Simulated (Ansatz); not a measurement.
# HF/STO-3G run of GeHCl3 (SMILES [Cl][GeH]([Cl])[Cl])

What is the electronic atomisation energy of GeHCl3 at HF/STO-3G? 

The calculation is run with Ansatz 0.2.0.

61 further runs of the same task are left out: 12 that didn't finish, 49 set aside as unsound or not needed. Runs told in other sessions of the task aren't counted.

### Step 1. Starting point

The species is GeHCl3 (5 atoms), meant as a singlet with charge 0. As SMILES, `[Cl][GeH]([Cl])[Cl]`. Geometry: relaxed at PBE0-D4/def2-TZVP.

Bond lengths: Cl1–Ge2 2.126 Å, Ge2–Cl3 2.126 Å, Ge2–Cl4 2.126 Å, Ge2–H5 1.525 Å. Angles: Cl1–Ge2–Cl3 108.5°, Cl1–Ge2–Cl4 108.5°, Cl3–Ge2–Cl4 108.5°, Cl1–Ge2–H5 110.4°, Cl3–Ge2–H5 110.5°, Cl4–Ge2–H5 110.5°.

### Step 2. The energy at HF/STO-3G

input.yaml

```yaml
crystal:
  periodic: [false, false, false]
  atoms:
    - symbol: Cl
      position_ang: [-1.177700, -0.012800, 1.700700]
    - symbol: Ge
      position_ang: [0.102400, 0.090600, 0.006200]
    - symbol: Cl
      position_ang: [1.117900, -1.767600, -0.185300]
    - symbol: Cl
      position_ang: [-1.095100, 0.385600, -1.725800]
    - symbol: H
      position_ang: [1.102600, 1.230700, 0.163000]
basis:
  gaussian:
    orbitals: STO-3G
accuracy: high
magnetization:
  spin_polarized: false
output: {orbitals: {seedname: orbitals}}
hamiltonian:
  xc: hf
```

Command:

```
$ ansatz run input.yaml --threads 1 --pin off --max-ram 3480MiB --events-out events.jsonl --progress --plain --runs-dir runs
```

The program printed:

```text
Warning: RAYON_NUM_THREADS=1 ignored (pool sized by the plan → 1); use --threads N
Functional definition: HF
  name "HF"
  exchange = exact_x
  correlation = 0
812 factors; integrals over basis functions are off by at most 8.7e-9 eV
mean field evaluation 1: about -92958.3255 eV, gradient 2.0e1 eV
mean field evaluation 2: about -92958.3736 eV, gradient 2.0e1 eV
mean field evaluation 4: about -92960.8249 eV, gradient 9.6e-1 eV
mean field evaluation 8: about -92960.8324 eV, gradient 1.5e-6 eV
mean field -92960.83244153 eV, -3416.2475811110 hartree, gradient 4.1e-8 eV, S^2 0.000000; 0 other end points of the search recorded, 0 dependent functions left out
reference -92960.83244153 eV, -3416.2475811110 hartree; 42, 42 occupied and 4, 4 virtual orbitals, 812 factors
Total energy: -92960.83244153 eV, -3416.2475811110 hartree
```

Run time: 1.1 s. Hardware: 1 thread of Arm Neoverse N1, shared host; peak memory 0.11 GiB.

### Step 3. The Cl atom, same level

job.yaml

```yaml
crystal:
  periodic: [false, false, false]
  atoms:
    - {symbol: Cl, position_ang: [0.000000, 0.000000, 0.000000]}
basis:
  gaussian: {orbitals: STO-3G}
magnetization: {spin_polarized: true, initial_magnetization: 1}
hamiltonian: {xc: hf}
accuracy: high
```

Run the same way, it converges to -454.54219 Eh (log not shown).

### Step 4. The Ge atom, same level

job.yaml

```yaml
crystal:
  periodic: [false, false, false]
  atoms:
    - {symbol: Ge, position_ang: [0.000000, 0.000000, 0.000000]}
basis:
  gaussian: {orbitals: STO-3G}
magnetization: {spin_polarized: true, initial_magnetization: 2}
hamiltonian: {xc: hf}
accuracy: high
```

Run the same way, it converges to -2051.63626 Eh (log not shown).

### Step 5. The H atom, same level

input.yaml

```yaml
crystal:
  periodic: [false, false, false]
  atoms:
    - symbol: H
      position_ang: [0.000000, 0.000000, 0.000000]
basis:
  gaussian: {orbitals: STO-3G}
magnetization: {spin_polarized: true, initial_magnetization: 1}
accuracy: high
hamiltonian: {xc: hf}
```

Run the same way, it converges to -0.46658 Eh (log not shown).

### Step 6. Results

Level: HF/STO-3G.

```
                     quantity           value
       molecule: total energy  -3416.24758 Eh
        molecule: HOMO energy       -11.24 eV
        molecule: LUMO energy         5.96 eV
      molecule: HOMO–LUMO gap        17.20 eV
        Cl atom: total energy   -454.54219 Eh
                Cl atom: ⟨S²⟩           0.750
        Ge atom: total energy  -2051.63626 Eh
                Ge atom: ⟨S²⟩           2.000
         H atom: total energy     -0.46658 Eh
                 H atom: ⟨S²⟩           0.750
electronic atomisation energy       14.100 eV
```

What this shows: Taking the molecule apart into free atoms costs 14.10 eV (1360 kJ/mol), before zero-point energy and without spin-orbit coupling. Hartree–Fock lacks the correlation of the bonding pairs, which as a rule makes this value much too low; in minimal bases other errors can mask that. In a minimal basis such a difference can be off by several eV, whatever the method.
